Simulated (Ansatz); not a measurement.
**BrH3OSiZn: up Jacob's ladder to CCSD(T)**

An exercise on one series of results from a longer session: the logs are not shown, and one member is left open.

Computed with Ansatz 0.2.0, Gaussian basis. Level: functionals in def2-TZVPP, the program's frozen cores in correlated methods.

Levels to be run: LDA (SPW92), PBE-D4, revPBE-D4, BLYP-D4, r2SCAN-D4, B97M-V, PBE0-D4, B3LYP-D4, r2SCANh-D4, r2SCAN0-D4, HSE06-D4, BHLYP-D4, CAM-B3LYP-D4, LC-ωPBE, ωB97X-V, ωB97M-V, B2PLYP, PBE-QIDH; CCSD(T)/def2-SVP; CCSD(T)/def2-TZVPP; MP2/def2-QZVPP; extrapolation to the limit; RPA on PBE.

## The relaxed structure

All runs share one geometry, relaxed beforehand with PBE0-D4 in a triple-zeta def2 set.

7 atoms, charge 0, spin multiplicity 1.

Atoms are counted from 1 here; the program's logs count them from 0.

Bond lengths: Zn1–O2 1.796 Å, Zn1–H5 1.511 Å, O2–Si3 1.604 Å, Si3–Br4 2.258 Å, Si3–H6 1.481 Å, Si3–H7 1.481 Å. Angles: O2–Zn1–H5 175.1°, Zn1–O2–Si3 126.9°, O2–Si3–Br4 107.7°, O2–Si3–H6 112.9°, O2–Si3–H7 112.9°, Br4–Si3–H6 105.8°, Br4–Si3–H7 105.8°, H6–Si3–H7 111.0°.

Set-up of the first run:

in.yaml

```yaml
crystal:
  periodic: [false, false, false]
  atoms:
    - {symbol: Zn, position_ang: [-1.856021, 0.527428, 0.170389]}
    - {symbol: O, position_ang: [-0.274184, 0.181730, 0.947896]}
    - {symbol: Si, position_ang: [1.077318, -0.279233, 0.216623]}
    - {symbol: Br, position_ang: [0.649411, -0.419606, -1.995554]}
    - {symbol: H, position_ang: [-3.232374, 0.844593, -0.365795]}
    - {symbol: H, position_ang: [2.173175, 0.707642, 0.353563]}
    - {symbol: H, position_ang: [1.523875, -1.630354, 0.627278]}
basis:
  gaussian: {orbitals: def2-TZVPP}
hamiltonian: {xc: lda}
output: {orbitals: {seedname: orbitals}}
```

Started as:

```bash
$ ansatz run in.yaml --threads 4 --pin off --events-out ev --progress --plain --max-ram 10444MiB
```

Steps of the session up to this table: LDA; PBE-D4 (GGA); revPBE-D4 (GGA); BLYP-D4 (GGA); r2SCAN-D4 (meta-GGA); B97M-V (meta-GGA); PBE0-D4 (hybrid); B3LYP-D4 (hybrid); r2SCANh-D4 (hybrid); r2SCAN0-D4 (hybrid); HSE06-D4 (hybrid); BHLYP-D4 (hybrid); CAM-B3LYP-D4 (range-separated); LC-ωPBE (range-separated); ωB97X-V (range-separated); ωB97M-V (range-separated); B2PLYP (double hybrid); PBE-QIDH (double hybrid).

One table of the session follows, with a row left open; its other results are not shown here.

It belongs to the step «Frontier levels by functional». 

| functional | HOMO (eV) | gap (eV) |
| --- | --- | --- |
| LDA (SPW92) | -7.09 | 5.48 |
| PBE-D4 | -6.98 | 5.60 |
| revPBE-D4 | -6.94 | 5.65 |
| BLYP-D4 | -6.85 | 5.51 |
| r2SCAN-D4 | -7.32 | 6.30 |
| B97M-V | -7.41 | 6.08 |
| PBE0-D4 | -8.28 | 7.78 |
| B3LYP-D4 | -8.04 | 7.24 |
| r2SCANh-D4 | -7.79 | 7.09 |
| r2SCAN0-D4 | -8.50 | 8.25 |
| HSE06-D4 | ? | ? |
| BHLYP-D4 | -9.44 | 9.57 |
| CAM-B3LYP-D4 | -9.62 | 9.89 |
| LC-ωPBE | -11.01 | 12.36 |
| ωB97X-V | -10.66 | 11.88 |
| ωB97M-V | -10.50 | 11.35 |

Estimate the missing values for HSE06-D4.

As computed: HOMO (eV): -7.88; gap (eV): 7.02. In the column «HOMO (eV)» it lies between B3LYP-D4 (-8.04) and r2SCANh-D4 (-7.79).
